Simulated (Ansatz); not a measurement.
**BH5O2SiTe: basis-set convergence**

An exercise on one series of results from a longer session: the logs are not shown, and one member is left open.

Program: Ansatz 0.2.0, Gaussian basis. Level of theory: one geometry, several basis sets. These are calculated values, not measurements.

The runs, in order: PBE0-D4/def2-SVP; ωB97M-V/def2-SVP; PBE0-D4/def2-QZVPP; ωB97M-V/def2-QZVPP; the functionals' def2-TZVPP values are taken from earlier runs.

### The geometry

The geometry comes from an earlier relaxation with PBE0-D4 in a triple-zeta def2 set; it is a stationary point, not always the lowest conformer. Te takes the def2 core potential; no spin-orbit term is included.

SMILES `OB(O)[Te][SiH3]`, 10 atoms, charge 0, spin multiplicity 1.

Atoms are counted from 1 here; the program's logs count them from 0.

Bond lengths: O1–B2 1.355 Å, O1–H6 0.962 Å, B2–O3 1.353 Å, B2–Te4 2.197 Å, O3–H7 0.963 Å, Te4–Si5 2.486 Å, Si5–H8 1.483 Å, Si5–H9 1.495 Å, Si5–H10 1.484 Å. Angles: B2–O1–H6 114.5°, O1–B2–O3 120.3°, O1–B2–Te4 125.5°, O3–B2–Te4 114.2°, B2–O3–H7 112.1°, B2–Te4–Si5 95.6°, Te4–Si5–H8 109.8°, Te4–Si5–H9 109.1°, Te4–Si5–H10 112.7°, H8–Si5–H9 108.2°, H8–Si5–H10 109.3°, H9–Si5–H10 107.6°.

Set-up of the first run:

File in.yaml:

```yaml
crystal:
  periodic: [false, false, false]
  atoms:
    - {symbol: O, position_ang: [0.953675, -0.925215, 1.047922]}
    - {symbol: B, position_ang: [0.824544, -1.232038, -0.265629]}
    - {symbol: O, position_ang: [1.538625, -2.248421, -0.802583]}
    - {symbol: Te, position_ang: [-0.507327, -0.218029, -1.688092]}
    - {symbol: Si, position_ang: [-1.187888, 1.597767, -0.132953]}
    - {symbol: H, position_ang: [0.376249, -0.218085, 1.351398]}
    - {symbol: H, position_ang: [2.091301, -2.689111, -0.147923]}
    - {symbol: H, position_ang: [-2.633302, 1.886216, -0.297776]}
    - {symbol: H, position_ang: [-0.959946, 1.148457, 1.274241]}
    - {symbol: H, position_ang: [-0.412731, 2.847258, -0.335705]}
basis:
  gaussian: {orbitals: def2-SVP}
hamiltonian: {xc: pbe0, dispersion: d4}
output: {orbitals: {seedname: orbitals}}
```

Launch:

```bash
$ ansatz run in.yaml --threads 4 --pin off --events-out ev --progress --plain --max-ram 10444MiB
```

Steps of the session up to this table: PBE0-D4 in def2-SVP; ωB97M-V in def2-SVP; PBE0-D4 in def2-QZVPP; ωB97M-V in def2-QZVPP.

One table of the session follows, with a row left open; its other results are not shown here.

It belongs to the step «Functionals by basis». 

```
functional       basis  HOMO (eV)
   PBE0-D4    def2-SVP      -6.43
   PBE0-D4  def2-TZVPP      -6.55
   PBE0-D4  def2-QZVPP      -6.57
   ωB97M-V    def2-SVP          ?
   ωB97M-V  def2-TZVPP      -8.59
   ωB97M-V  def2-QZVPP      -8.61
```

**Question.** Estimate the row for ωB97M-V, def2-SVP.

As computed: HOMO (eV): -8.43. In the column «HOMO (eV)» it lies between ωB97M-V, def2-TZVPP (-8.59) and PBE0-D4, def2-QZVPP (-6.57).
